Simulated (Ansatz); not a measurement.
# Zr5TiC6: the cost of one run

Computed with Ansatz 0.2.0 (DFT PBE, scalar-relativistic, plane waves, PAW, unless a step's input says otherwise).

## 1. Starting point

The structure is tetragonal, space group P4/mmm (No. 123). Conventional cell: a = 3.298 Å, b = 3.298 Å, c = 13.936 Å, α = 90.00°, β = 90.00°, γ = 90.00°. Zr (site symmetry 4mm) has 6 C at 2.33 to 2.39 Å as nearest neighbours. Around Zr (site symmetry 4mm) lie 6 C at 2.24 to 2.37 Å. Zr (site symmetry 4/mmm) is surrounded by 6 C at 2.33 to 2.36 Å. Ti (site symmetry 4/mmm) has 6 C at 2.21 to 2.33 Å as nearest neighbours. Around C (site symmetry 4/mmm) lie 6 Zr at 2.33 to 2.36 Å. C (site symmetry 4mm) has 6 Zr at 2.33 to 2.37 Å as nearest neighbours. C (site symmetry 4mm) is surrounded by 1 Ti at 2.21 Å and 5 Zr at 2.33 to 2.39 Å. C (site symmetry 4/mmm) is surrounded by 2 Zr at 2.24 Å and 4 Ti at 2.33 Å.

As a file:

```xyz
12
Lattice="3.2978 0.0000 0.0000 0.0000 3.2978 0.0000 0.0000 0.0000 13.9364" Properties=species:S:1:pos:R:3 pbc="T T T"
Zr    0.0000    0.0000    2.3649
Zr    1.6489    1.6489    4.7300
Zr    1.6489    1.6489    9.2064
Zr    0.0000    0.0000   11.5714
Zr    1.6489    1.6489    0.0000
Ti    0.0000    0.0000    6.9682
C     0.0000    0.0000    0.0000
C     1.6489    1.6489    2.3578
C     0.0000    0.0000    4.7564
C     1.6489    1.6489    6.9682
C     0.0000    0.0000    9.1799
C     1.6489    1.6489   11.5786
```

The cell was relaxed beforehand at this level, from a generated guess; it is a trial structure. At a tolerance of 0.05 Å it has space group P4/mmm (No. 123); it has 12.63 Å³/atom, an uncorrected energy of -0.81 eV/atom over the elements.

## 2. Electronic structure at the relaxed geometry

input.yaml reads:

```yaml
crystal:
  lattice:
    - [3.2978457335, 0.0, 0.0]
    - [0.0, 3.2978457335, 0.0]
    - [0.0, 0.0, 13.9363729338]
  atoms:
    - { symbol: Zr, position: [0.0, 0.0, 0.1696952023] }
    - { symbol: Zr, position: [0.5, 0.5, 0.339397784] }
    - { symbol: Zr, position: [0.5, 0.5, 0.660602216] }
    - { symbol: Zr, position: [0.0, 0.0, 0.8303047977] }
    - { symbol: Zr, position: [0.5, 0.5, 0.0] }
    - { symbol: Ti, position: [0.0, 0.0, 0.5] }
    - { symbol: C, position: [0.0, 0.0, 0.0] }
    - { symbol: C, position: [0.5, 0.5, 0.1691824724] }
    - { symbol: C, position: [0.0, 0.0, 0.3412968329] }
    - { symbol: C, position: [0.5, 0.5, 0.5] }
    - { symbol: C, position: [0.0, 0.0, 0.6587031671] }
    - { symbol: C, position: [0.5, 0.5, 0.8308175276] }
basis:
  ecutwfc: 420
kpoints:
  mp_grid: { grid: [12, 12, 4] }
  band_path:
    path:
      - [[0.0, 0.0, 0.0], [0.0, 0.5, 0.0], [0.5, 0.5, 0.0], [0.0, 0.0, 0.0], [0.0, 0.0, 0.5], [0.0, 0.5, 0.5], [0.5, 0.5, 0.5], [0.0, 0.0, 0.5]]
      - [[0.0, 0.5, 0.0], [0.0, 0.5, 0.5]]
      - [[0.5, 0.5, 0.0], [0.5, 0.5, 0.5]]
    npoints: 10
hamiltonian:
  xc: pbe
scf:
  occupations: { method: gaussian, width: 0.1 }
  n_extra_bands: 30
output:
  forces: true
  stress: true
  eigenvalues: true
  populations: true
  dos: { projected: true, de: 0.02, nscf_kmesh: { grid: [15, 15, 5] } }
  bader: false
  write_density: true
  write_potential: true
  elf: true
  volumetric_format: npy
```

Command:

```bash
ansatz run input.yaml --threads 1 --pin off --max-ram 2560MiB --backend cpu --events-out ev --progress --plain --runs-dir out
```

What time and memory should one allow on 1 thread of AMD EPYC 9R45 (Zen 5), shared host?

About 53 s, with a peak of 1.1 GiB.
